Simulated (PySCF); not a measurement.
# F3OW (W(O)(F)3-): the cost of one run

Computed with PySCF 2.14.0. Level: B3LYP, W def2-SVP with ECP60, O def2-SVP, F def2-SVP; scalar-relativistic core potentials, no spin–orbit coupling.

2 further runs of the same task are left out: 1 for a known fault of the program, 1 that didn't finish.

### 1 Where the work starts

5 atoms, charge -1, spin multiplicity 1.

Bond lengths: W1–O2 1.510 Å, W1–F3 1.737 Å, W1–F4 1.737 Å, W1–F5 1.737 Å. Angles: O2–W1–F3 90.0°, O2–W1–F4 180.0°, O2–W1–F5 90.0°, F3–W1–F4 90.0°, F3–W1–F5 180.0°, F4–W1–F5 90.0°.

Coordinates:

```xyz
5
F3OW
W     0.00000    0.00000    0.00000
O     1.50960    0.00000    0.00000
F     0.00000    1.73720    0.00000
F    -1.73720    0.00000    0.00000
F     0.00000   -1.73720    0.00000
```

Formal oxidation states: W +4.

### 2 SCF at the start, singlet

run.py (the lines that set the calculation) reads:

```python
mol = gto.M(atom='''
W      0.00000     0.00000     0.00000
O      1.50960     0.00000     0.00000
F      0.00000     1.73720     0.00000
F     -1.73720     0.00000     0.00000
F      0.00000    -1.73720     0.00000''',
    basis={'W': 'def2-SVP', 'O': 'def2-SVP', 'F': 'def2-SVP'},
    ecp={'W': 'def2-SVP'},
    charge=-1, spin=0)
mf = dft.RKS(mol, xc='B3LYP')
mf.grids.atom_grid = (50, 194)
mf = mf.density_fit()  # fitting sets: W def2-universal-JKFIT, O def2-universal-JKFIT, F def2-universal-JKFIT
mf.conv_tol = 1e-08; mf.max_cycle = 55
mf.kernel(dm0)  # dm0: free metal ions and neutral atoms
```

Started as:

```
$ OMP_NUM_THREADS=2 python run.py
```

Q: Estimate wall time and peak memory on 2 threads of Arm Neoverse V2, shared host.

About 7.9 s, with a peak of 0.62 GiB.
